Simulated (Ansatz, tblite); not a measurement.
# The cluster As6: which isomer is lowest

The task here is to estimate one member of a computed series from the others.

Computed with Ansatz 0.2.0, Gaussian basis. Level: relaxed with PBE-D4/def2-SVP, singlet.

2 further runs of the same task are left out: 2 set aside as unsound or not needed.

## The system as given

6 atoms, charge 0, spin multiplicity 1.

Atoms are counted from 1 here; the program's logs count them from 0.

Bond lengths: As1–As2 2.420 Å, As1–As4 2.422 Å, As1–As5 2.454 Å, As2–As3 2.455 Å, As2–As4 2.418 Å, As3–As5 2.420 Å, As3–As6 2.421 Å, As4–As6 2.454 Å, As5–As6 2.422 Å. Angles: As2–As1–As4 59.9°, As2–As1–As5 90.0°, As4–As1–As5 90.0°, As1–As2–As3 90.0°, As1–As2–As4 60.1°, As3–As2–As4 90.0°, As2–As3–As5 90.0°, As2–As3–As6 90.0°, As5–As3–As6 60.1°, As1–As4–As2 60.0°, As1–As4–As6 90.0°, As2–As4–As6 90.0°, As1–As5–As3 90.0°, As1–As5–As6 90.0°, As3–As5–As6 60.0°, As3–As6–As4 90.0°, As3–As6–As5 60.0°, As4–As6–As5 90.0°.

A search from random starts with GFN1-xTB found 9 distinct shapes; 3 go on here. The structure above is candidate A, which lies 0.00 eV above the lowest at that level; B lies 0.89 eV above the lowest at that level; C lies 1.98 eV above the lowest at that level.

The first run:

Input file in.yaml:

```yaml
crystal:
  periodic: [false, false, false]
  atoms:
    - {symbol: As, position_ang: [-0.989320, -1.520220, -0.412850]}
    - {symbol: As, position_ang: [1.297640, -1.286370, 0.344340]}
    - {symbol: As, position_ang: [1.438010, 0.902430, -0.758950]}
    - {symbol: As, position_ang: [-0.518000, -0.476530, 1.721310]}
    - {symbol: As, position_ang: [-0.849230, 0.668370, -1.514350]}
    - {symbol: As, position_ang: [-0.379090, 1.712320, 0.620490]}
basis:
  gaussian: {orbitals: def2-SVP}
hamiltonian: {xc: pbe, dispersion: d4}
scf: {lower_state_search: "off"}
output: {orbitals: {seedname: orbitals}}
relax: {f_tol: 0.02, max_steps: 100}
```

The run is started by

```bash
ansatz run in.yaml --threads 4 --pin off --events-out ev --progress --plain --max-ram 8704MiB
```

Among the steps run: Relaxing candidate A; Relaxing candidate B; Relaxing candidate C; Candidate B, PBE0-D4/def2-TZVP; Candidate B, PBE-D4/def2-TZVP; Candidate B, r2SCAN-D4/def2-TZVP; Candidate B, LC-ωPBE/def2-TZVP; Candidate B, PBE-QIDH/def2-TZVP; Candidate B, MP2/def2-TZVP; Candidate C, PBE0-D4/def2-TZVP; Candidate C, PBE-D4/def2-TZVP; Candidate C, r2SCAN-D4/def2-TZVP; Candidate C, LC-ωPBE/def2-TZVP; Candidate C, PBE-QIDH/def2-TZVP; Candidate C, MP2/def2-TZVP.

One table of the session follows, with a row left open; its other results are not shown here.

It belongs to the step «C against A». 

```
              level  C above A (kJ/mol)
           GFN1-xTB              +193.6
           GFN2-xTB                   ?
       HF/def2-TZVP              +252.7
   PBE-D4/def2-TZVP              +216.4
r2SCAN-D4/def2-TZVP              +216.4
  PBE0-D4/def2-TZVP              +247.6
  LC-ωPBE/def2-TZVP              +291.1
 PBE-QIDH/def2-TZVP              +254.1
      MP2/def2-TZVP              +243.0
```

**Question.** Estimate the row for GFN2-xTB.

As computed: C above A (kJ/mol): +159.3. In the column «C above A (kJ/mol)» it is the lowest.

To keep in mind: The search was small, so a lower isomer may exist. Only singlets are compared; another spin may lie lower and prefer another shape.
